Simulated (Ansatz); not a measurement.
# Li5Be: from a guess to a relaxed structure

Aim: relax a trial structure of Li5Be and see where it ends.

Computed with Ansatz 0.2.0 (DFT PBE, scalar-relativistic, plane waves, PAW, unless a step's input says otherwise).

**1. Starting point**

It takes space group P-62m (No. 189, hexagonal). The conventional cell has a = 4.725 Å, b = 4.725 Å, c = 4.377 Å, α = 90.00°, β = 90.00°, γ = 120.00°. Li (site symmetry m2m) has 2 Be at 2.68 Å and 10 Li at 2.69 to 2.75 Å as nearest neighbours. Li (site symmetry -6) has 9 Li at 2.70 to 2.73 Å and 3 Be at 2.73 Å as nearest neighbours. Be (site symmetry -62m) is surrounded by 12 Li at 2.68 to 2.73 Å.

Structure file:

```xyz
6
Lattice="4.7252 0.0000 0.0000 -2.3626 4.0921 0.0000 0.0000 0.0000 4.3772" Properties=species:S:1:pos:R:3 pbc="T T T"
Li   -1.5863    2.7475    0.0000
Li    3.1726    0.0000    0.0000
Li    0.7763    1.3446    0.0000
Li    2.3626    1.3640    2.1886
Li    0.0000    2.7281    2.1886
Be    0.0000    0.0000    2.1886
```

The cell is invented: species swapped into a database cell of LiMg5 (P-62m, No. 189), with Be on the Li sites and Li on the Mg sites. The dimensions are guesses.

**2. Probe: one point on a coarse mesh**

File input.yaml:

```yaml
crystal:
  lattice:
    - [4.72519054, 0.0, 0.0]
    - [-2.36259527, 4.09213504, 0.0]
    - [0.0, 0.0, 4.37722164]
  atoms:
    - { symbol: Li, position: [0.0, 0.67142123, 0.0] }
    - { symbol: Li, position: [0.67142123, 0.0, 0.0] }
    - { symbol: Li, position: [0.32857877, 0.32857877, 0.0] }
    - { symbol: Li, position: [0.66666667, 0.33333333, 0.5] }
    - { symbol: Li, position: [0.33333333, 0.66666667, 0.5] }
    - { symbol: Be, position: [0.0, 0.0, 0.5] }
basis:
  ecutwfc: 420
kpoints:
  mp_grid: { grid: [6, 6, 4] }
hamiltonian:
  xc: pbe
scf:
  occupations: { method: gaussian, width: 0.1 }
  lower_state_search: "off"
output:
  forces: true
  stress: true
  eigenvalues: true
```

On the command line:

```sh
> ansatz run input.yaml --threads 1 --pin off --max-ram 2048MiB --backend cpu --events-out ev --progress --plain --runs-dir out
```

The session goes on with these runs: final relaxation; relaxation repeated from the relaxed cell.

Before running it: what results should come out? Wanted: conventional cell; volume; energy over the elements; gap on the mesh.

**Answer**, as computed:

| quantity | value |
| --- | --- |
| symmetry at the end (tolerance 0.05 Å) | space group P-62m (No. 189) |
| conventional cell | a = 4.929 Å, b = 4.929 Å, c = 4.604 Å, α = 90.00°, β = 90.00°, γ = 120.00° |
| volume | 16.15 Å³/atom |
| energy over the elements | +0.16 eV/atom |
| gap on the mesh | none (metal) |

The space group P-62m (No. 189) is kept, and the volume per atom grows by 14.5 % from the first guess. With a positive formation energy it can't be a ground state. No finished test with a distortion of lower symmetry is shown, so the end may be a saddle point.
